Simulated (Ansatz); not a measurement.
**AsH2 radical: one species, many methods**

The task here is to estimate one member of a computed series from the others.

Program: Ansatz 0.2.0, Gaussian basis. Level of theory: functionals in def2-TZVPP, the program's frozen cores in correlated methods. These are calculated values, not measurements.

Plan: LDA (SPW92), PBE-D4, revPBE-D4, BLYP-D4, r2SCAN-D4, B97M-V, PBE0-D4, B3LYP-D4, r2SCANh-D4, r2SCAN0-D4, HSE06-D4, BHLYP-D4, CAM-B3LYP-D4, LC-ωPBE, ωB97X-V, ωB97M-V, B2PLYP, PBE-QIDH; CCSD(T)/def2-SVP; CCSD(T)/def2-TZVPP; CCSD(T)/def2-QZVPP; extrapolation to the limit; RPA on PBE.

### The geometry

All runs share one geometry, relaxed beforehand with PBE0-D4 in a triple-zeta def2 set.

3 atoms, charge 0, spin multiplicity 2.

Atoms are counted from 1 here; the program's logs count them from 0.

Bond lengths: As1–H2 1.526 Å, As1–H3 1.526 Å. Angles: H2–As1–H3 90.7°.

Geometry (Å):

```
As   -0.56977    0.31171   -0.28699
H     0.68130    0.76754    0.45924
H    -0.12253   -1.14415   -0.18555
```

Set-up of the first run:

Contents of in.yaml:

```yaml
crystal:
  periodic: [false, false, false]
  atoms:
    - {symbol: As, position_ang: [-0.569773, 0.311707, -0.286994]}
    - {symbol: H, position_ang: [0.681301, 0.767544, 0.459244]}
    - {symbol: H, position_ang: [-0.122527, -1.144152, -0.185549]}
basis:
  gaussian: {orbitals: def2-TZVPP}
magnetization: {spin_polarized: true, initial_magnetization: 1}
hamiltonian: {xc: lda}
output: {orbitals: {seedname: orbitals}}
```

Run with:

```bash
ansatz run in.yaml --threads 2 --pin off --events-out ev --progress --plain --max-ram 32768MiB --backend cpu
```

Among the steps run: LDA; PBE-D4 (GGA); revPBE-D4 (GGA); BLYP-D4 (GGA); r2SCAN-D4 (meta-GGA); B97M-V (meta-GGA); B3LYP-D4 (hybrid); r2SCANh-D4 (hybrid); r2SCAN0-D4 (hybrid); HSE06-D4 (hybrid); BHLYP-D4 (hybrid); CAM-B3LYP-D4 (range-separated); LC-ωPBE (range-separated); ωB97X-V (range-separated); ωB97M-V (range-separated); B2PLYP (double hybrid); PBE-QIDH (double hybrid).

One table of the session follows, with a row left open; its other results are not shown here.

It belongs to the step «Frontier levels by functional». 

| functional | HOMO (eV) | LUMO (eV) | gap (eV) |
| --- | --- | --- | --- |
| LDA (SPW92) | -5.68 | -4.53 | 1.15 |
| PBE-D4 | -5.68 | -4.08 | 1.59 |
| revPBE-D4 | -5.66 | -3.94 | 1.72 |
| BLYP-D4 | -5.41 | -4.12 | 1.30 |
| r2SCAN-D4 | -6.12 | -3.67 | 2.46 |
| B97M-V | -5.92 | -4.02 | 1.89 |
| PBE0-D4 | -6.86 | -3.05 | 3.81 |
| B3LYP-D4 | -6.51 | -3.47 | 3.04 |
| r2SCANh-D4 | -6.55 | -3.30 | 3.25 |
| r2SCAN0-D4 | -7.18 | -2.76 | 4.42 |
| HSE06-D4 | -6.46 | -3.42 | 3.04 |
| BHLYP-D4 | -7.76 | -2.13 | 5.63 |
| CAM-B3LYP-D4 | -8.05 | -2.06 | 6.00 |
| LC-ωPBE | ? | ? | ? |
| ωB97X-V | -9.00 | -1.07 | 7.93 |
| ωB97M-V | -8.82 | -1.11 | 7.71 |

**Question.** Estimate the row for LC-ωPBE.

As computed: HOMO (eV): -9.58; LUMO (eV): -0.57; gap (eV): 9.00. In the column «HOMO (eV)» it is the lowest.
